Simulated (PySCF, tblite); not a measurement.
**C₉H₉N₃: geometry, infrared bands and NMR shifts**

What infrared bands and NMR shifts should C₉H₉N₃ (`C=Cn1nnc2cc(C)ccc21`) show?

The runs use tblite 0.8.0 and PySCF 2.14.0, with density-fitted response routines of our own; the level of theory stands in each step. All values are computed, except where a source is named. Atoms count from 0, in the outputs and in this text.

**1. Starting geometry**

21 atoms, charge 0, multiplicity 1; geometry from: force field or distance geometry start.

Bonds of the start (Å): C0–C1 1.30, C1–N2 1.42, N2–N3 1.31, N3–N4 1.32, N4–C5 1.34, C5–C6 1.39, C6–C7 1.39, C7–C8 1.47, C7–C9 1.38, C9–C10 1.39, C10–C11 1.40, C11–N2 1.34, C11–C5 1.39, C0–H12 1.11, C0–H13 1.09, C1–H14 1.11, C6–H15 1.10, C8–H16 1.11, C8–H17 1.13, C8–H18 1.10, C9–H19 1.10, C10–H20 1.10.

**2. Geometry optimisation with GFN2-xTB**

What the job is given:

```
{"job": {"kind": "relax", "xc": "GFN2-xTB", "basis": "xTB"}, "charge": 0, "multiplicity": 1}
C     -4.239600    -0.224800     0.035700
C     -3.009400     0.198200     0.110400
N     -1.853100    -0.622000    -0.017400
N     -1.814400    -1.911900    -0.266300
N     -0.552600    -2.304000    -0.312200
C      0.263000    -1.262500    -0.127400
C      1.640800    -1.066000    -0.084700
C      2.202200     0.179100     0.153700
C      3.654200     0.427600     0.206500
C      1.351000     1.250600     0.345000
C     -0.022300     1.076600     0.298700
C     -0.592000    -0.179400     0.069600
H     -5.027800     0.548300     0.182000
H     -4.525800    -1.258700    -0.156900
H     -2.824000     1.269300     0.318000
H      2.300100    -1.931700    -0.222000
H      3.869300     0.884700     1.199600
H      3.833600     1.219400    -0.574800
H      4.267900    -0.458600     0.010600
H      1.766100     2.247700     0.530700
H     -0.696400     1.935100     0.455500
```

Started as:

```sh
OMP_NUM_THREADS=1 python probes_run.py task.json out
```

This one command runs all jobs of the session in turn.

**Question.** This job is followed by: GFN2-xTB harmonic vibrations, gas phase; GIAO PBE0/pcSseg-1 NMR shielding, non-relativistic, gas phase. What will the session give for the following? strongest single infrared mode (GFN2-xTB); zero-point energy (GFN2-xTB); ¹³C shifts against TMS (PBE0/pcSseg-1); ¹H shifts against TMS (PBE0/pcSseg-1, means over atoms taken as alike); ¹⁵N shifts against NH3 (PBE0/pcSseg-1); surface potential, 1st and 99th percentile.

The runs gave:

| quantity | value |
| --- | --- |
| strongest single infrared mode (GFN2-xTB) | 1452 cm⁻¹, 88 km/mol |
| zero-point energy (GFN2-xTB) | 101.5 kcal/mol |
| ¹³C shifts against TMS (PBE0/pcSseg-1) | 152.1, 138.7, 137.3, 133.3, 132.3, 126.2, 112.0, 107.6, 24.4 ppm |
| ¹H shifts against TMS (PBE0/pcSseg-1, means over atoms taken as alike) | 8.25, 7.68, 7.65, 7.54, 6.99, 5.43, 2.72 ppm |
| ¹⁵N shifts against NH3 (PBE0/pcSseg-1) | 407.0, 381.4, 259.4 ppm |
| surface potential, 1st and 99th percentile | -1.80 V and 1.50 V |

What this shows: The optimisation took 37 steps and gained 0.547 eV; among the close pairs (by a distance rule), N3–N4 changed most, from 1.322 to 1.263 Å. All 57 modes are real, so the xTB geometry is a minimum. The strongest single mode, at 1452 cm⁻¹, is spread over many atoms; the largest shares are those of N4, N3. Unscaled tight-binding wavenumbers are off by several per cent, some by more. Its intensities can rank the bands wrongly. At PBE0/pcSseg-1: The widest tensor belongs to N4: span 567 ppm, with a paramagnetic part of -442 ppm. NICS(1)zz of -30 ppm above the planar ring from N2 marks a diatropic (aromatic) ring current. NICS(1)zz of -28 ppm above the planar ring from C5 marks a diatropic (aromatic) ring current. By nearest atom (PBE0/pcSseg-1), the HOMO sits on N2 15 %; C0, C7 about 14 % each and the LUMO on N3 23 %; N4 12 %.
